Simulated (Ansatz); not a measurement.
# HF/STO-3G run of AlSbH3F (SMILES [F][AlH][SbH2])

What is the electronic atomisation energy of AlSbH3F at HF/STO-3G? 

The calculation is run with Ansatz 0.2.0.

60 further runs of the same task are left out: 60 set aside as unsound or not needed.

## Step 1: The structure to begin with

The species is AlSbH3F (6 atoms), meant as a singlet with charge 0. SMILES: `[F][AlH][SbH2]`. Geometry: relaxed at PBE0-D4/def2-TZVP. This is one conformer, not always the lowest.

Bond lengths: F1–Al2 1.653 Å, Al2–Sb3 2.636 Å, Al2–H4 1.582 Å, Sb3–H5 1.710 Å, Sb3–H6 1.709 Å. Angles: F1–Al2–Sb3 116.3°, F1–Al2–H4 116.4°, Sb3–Al2–H4 127.3°, Al2–Sb3–H5 88.3°, Al2–Sb3–H6 87.8°, H5–Sb3–H6 91.6°.

## Step 2: A single-point energy at HF/STO-3G

job.yaml

```yaml
crystal:
  periodic: [false, false, false]
  atoms:
    - {symbol: F, position_ang: [-1.114600, -1.632400, 1.262300]}
    - {symbol: Al, position_ang: [-0.336100, -1.039300, -0.069800]}
    - {symbol: Sb, position_ang: [1.279900, 1.003700, 0.334800]}
    - {symbol: H, position_ang: [-0.594800, -1.800700, -1.431700]}
    - {symbol: H, position_ang: [0.842100, 1.592000, -1.209900]}
    - {symbol: H, position_ang: [-0.034400, 1.812900, 1.068100]}
basis:
  gaussian: {orbitals: STO-3G}
accuracy: high
output: {orbitals: {seedname: orbitals}}
hamiltonian: {xc: hf}
```

Launch:

```sh
$ ansatz run job.yaml --threads 1 --pin off --max-ram 3480MiB --events-out events.jsonl --progress --plain --runs-dir runs
```

The log of the run:

```text
Warning: RAYON_NUM_THREADS=1 ignored (pool sized by the plan → 1); use --threads N
Functional definition: HF
  name "HF"
  exchange = exact_x
  correlation = 0
641 factors; integrals over basis functions are off by at most 3.4e-8 eV
mean field evaluation 1: about -179326.4108 eV, gradient 2.1e1 eV
mean field evaluation 2: about -179326.4393 eV, gradient 2.1e1 eV
mean field evaluation 4: about -179328.6809 eV, gradient 1.2e0 eV
mean field evaluation 8: about -179328.6890 eV, gradient 7.3e-5 eV
mean field -179328.68902623 eV, -6590.2077683629 hartree, gradient 2.0e-8 eV, S^2 0.000000; 0 other end points of the search recorded, 0 dependent functions left out
reference -179328.68902623 eV, -6590.2077683629 hartree; 38, 38 occupied and 6, 6 virtual orbitals, 641 factors
Total energy: -179328.68902623 eV, -6590.2077683629 hartree
```

It took 0.62 s on 1 thread of Arm Neoverse V1, shared host; peak memory 0.095 GiB.

## Step 3: The Al atom, same level

input.yaml

```yaml
crystal:
  periodic: [false, false, false]
  atoms:
    - symbol: Al
      position_ang: [0.000000, 0.000000, 0.000000]
basis:
  gaussian:
    orbitals: STO-3G
magnetization:
  spin_polarized: true
  initial_magnetization: 1
hamiltonian:
  xc: hf
accuracy: high
```

Run the same way, it converges to -238.85836 Eh (log not shown).

## Step 4: The F atom

in.yaml

```yaml
crystal:
  periodic: [false, false, false]
  atoms:
    - symbol: F
      position_ang: [0.000000, 0.000000, 0.000000]
basis:
  gaussian:
    orbitals: STO-3G
hamiltonian:
  xc: hf
magnetization:
  spin_polarized: true
  initial_magnetization: 1
accuracy: high
```

Run the same way, it converges to -97.98651 Eh (log not shown).

## Step 5: The H atom at the same level

job.yaml

```yaml
crystal:
  periodic: [false, false, false]
  atoms:
    - {symbol: H, position_ang: [0.000000, 0.000000, 0.000000]}
basis:
  gaussian: {orbitals: STO-3G}
magnetization: {spin_polarized: true, initial_magnetization: 1}
hamiltonian: {xc: hf}
accuracy: high
```

Launch:

```sh
$ ansatz run job.yaml --threads 1 --pin off --max-ram 3480MiB --events-out events.jsonl --progress --plain --runs-dir runs
```

The log of the run:

```text
Warning: RAYON_NUM_THREADS=1 ignored (pool sized by the plan → 1); use --threads N
Functional definition: HF
  name "HF"
  exchange = exact_x
  correlation = 0
1 factors; integrals over basis functions are off by at most 4.6e-10 eV
mean field evaluation 1: about -12.6963 eV, gradient 0.0e0 eV
mean field evaluation 2: about -12.6963 eV, gradient 0.0e0 eV
mean field -12.69633895 eV, -0.4665818504 hartree, gradient 0.0e0 eV, S^2 0.750000; 0 other end points of the search recorded, 0 dependent functions left out
reference -12.69633895 eV, -0.4665818504 hartree; 1, 0 occupied and 0, 1 virtual orbitals, 1 factors
Total energy: -12.69633895 eV, -0.4665818504 hartree
```

Wall time 0.04 s (1 thread of Arm Neoverse V1, shared host).

## Step 6: The Sb atom

molecule.yaml

```yaml
basis:
  gaussian:
    orbitals: STO-3G
crystal:
  periodic: [false, false, false]
  atoms:
    - {symbol: Sb, position_ang: [0.000000, 0.000000, 0.000000]}
hamiltonian:
  xc: hf
magnetization:
  spin_polarized: true
  initial_magnetization: 3
accuracy: high
```

Run the same way, it converges to -6251.36246 Eh (log not shown).

## Step 7: Outcome

Level: HF/STO-3G.

```
                     quantity           value
       molecule: total energy  -6590.20777 Eh
        molecule: HOMO energy        -5.93 eV
        molecule: LUMO energy         7.81 eV
      molecule: HOMO–LUMO gap        13.75 eV
        Al atom: total energy   -238.85836 Eh
                Al atom: ⟨S²⟩           0.750
         F atom: total energy    -97.98651 Eh
                 F atom: ⟨S²⟩           0.750
         H atom: total energy     -0.46658 Eh
                 H atom: ⟨S²⟩           0.750
        Sb atom: total energy  -6251.36246 Eh
                Sb atom: ⟨S²⟩           3.750
electronic atomisation energy       16.346 eV
```

In words: Taking the molecule apart into free atoms costs 16.35 eV (1577 kJ/mol), before zero-point energy and without spin-orbit coupling. Hartree–Fock lacks the correlation of the bonding pairs, which as a rule makes this value much too low; in minimal bases other errors can mask that. In a minimal basis such a difference can be off by several eV, whatever the method. Relativity is left out (molecule) although the molecule holds a heavy atom. Relativity is left out (Sb atom) although the molecule holds a heavy atom.
